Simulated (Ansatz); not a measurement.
**CH₆BNS: how energies converge with the basis set**

The task here is to estimate one member of a computed series from the others.

The runs use Ansatz 0.2.0, Gaussian basis; one geometry, several basis sets.

The runs, in order: PBE0-D4/def2-SVP; ωB97M-V/def2-SVP; PBE0-D4/def2-QZVPP; ωB97M-V/def2-QZVPP; CCSD(T)/cc-pV(D+d)Z; CCSD(T)/cc-pV(T+d)Z; CCSD(T)/cc-pV(Q+d)Z; the functionals' def2-TZVPP values are taken from earlier runs.

### Structure used throughout

The geometry comes from an earlier relaxation with PBE0-D4 in a triple-zeta def2 set; it is a stationary point, not always the lowest conformer.

SMILES `CB(N)S`, 10 atoms, charge 0, spin multiplicity 1.

Atoms are counted from 1 here; the program's logs count them from 0.

Bond lengths: C1–B2 1.572 Å, C1–H5 1.094 Å, C1–H6 1.093 Å, C1–H7 1.094 Å, B2–N3 1.397 Å, B2–S4 1.828 Å, N3–H8 1.005 Å, N3–H9 1.005 Å, S4–H10 1.343 Å. Angles: B2–C1–H5 111.1°, B2–C1–H6 112.6°, B2–C1–H7 111.0°, H5–C1–H6 107.8°, H5–C1–H7 106.3°, H6–C1–H7 107.8°, C1–B2–N3 121.6°, C1–B2–S4 116.8°, N3–B2–S4 121.6°, B2–N3–H8 124.6°, B2–N3–H9 121.6°, H8–N3–H9 113.8°, B2–S4–H10 98.6°.

Coordinates:

```mol
CH6BNS
  3D, bonds by distance, orders not assigned

 10  9  0  0  0  0  0  0  0  0999 V2000
   -1.1115    0.5886   -0.5930 C   0  0
    0.2130   -0.0984   -0.0967 B   0  0
    0.4603   -0.3156    1.2610 N   0  0
    1.4130   -0.5998   -1.3819 S   0  0
   -0.8936    1.4929   -1.1688 H   0  0
   -1.7741    0.8682    0.2301 H   0  0
   -1.6699   -0.0741   -1.2609 H   0  0
    1.2886   -0.7506    1.6270 H   0  0
   -0.1991   -0.0396    1.9680 H   0  0
    2.3564   -1.1230   -0.5818 H   0  0
  1  2  8  0
  2  3  8  0
  2  4  8  0
  1  5  8  0
  1  6  8  0
  1  7  8  0
  3  8  8  0
  3  9  8  0
  4 10  8  0
M  END
```

Set-up of the first run:

The input, in.yaml:

```yaml
crystal:
  periodic: [false, false, false]
  atoms:
    - {symbol: C, position_ang: [-1.111521, 0.588583, -0.593041]}
    - {symbol: B, position_ang: [0.212974, -0.098442, -0.096665]}
    - {symbol: N, position_ang: [0.460317, -0.315613, 1.261012]}
    - {symbol: S, position_ang: [1.412984, -0.599801, -1.381883]}
    - {symbol: H, position_ang: [-0.893555, 1.492913, -1.168768]}
    - {symbol: H, position_ang: [-1.774123, 0.868219, 0.230088]}
    - {symbol: H, position_ang: [-1.669941, -0.074056, -1.260923]}
    - {symbol: H, position_ang: [1.288588, -0.750550, 1.626973]}
    - {symbol: H, position_ang: [-0.199061, -0.039587, 1.968013]}
    - {symbol: H, position_ang: [2.356437, -1.122967, -0.581806]}
basis:
  gaussian: {orbitals: def2-SVP}
hamiltonian: {xc: pbe0, dispersion: d4}
output: {orbitals: {seedname: orbitals}}
```

Run with:

```console
> ansatz run in.yaml --threads 2 --pin off --events-out ev --progress --plain --max-ram 32768MiB --backend cpu
```

Among the steps run: PBE0-D4 in def2-SVP; ωB97M-V in def2-SVP; PBE0-D4 in def2-QZVPP; ωB97M-V in def2-QZVPP.

One of the session's tables, all rows but one given; the rest of the session is left out.

| functional | basis | HOMO (eV) | LUMO (eV) |
| --- | --- | --- | --- |
| PBE0-D4 | def2-SVP | -6.85 | 1.14 |
| PBE0-D4 | def2-TZVPP | -7.06 | 0.52 |
| PBE0-D4 | def2-QZVPP | -7.10 | 0.21 |
| ωB97M-V | def2-SVP | -9.02 | 2.93 |
| ωB97M-V | def2-TZVPP | ? | ? |
| ωB97M-V | def2-QZVPP | -9.31 | 1.44 |

Q: Estimate the row for ωB97M-V, def2-TZVPP from the others.

As computed: HOMO (eV): -9.27; LUMO (eV): 1.93. In the column «HOMO (eV)» it lies between ωB97M-V, def2-QZVPP (-9.31) and ωB97M-V, def2-SVP (-9.02).
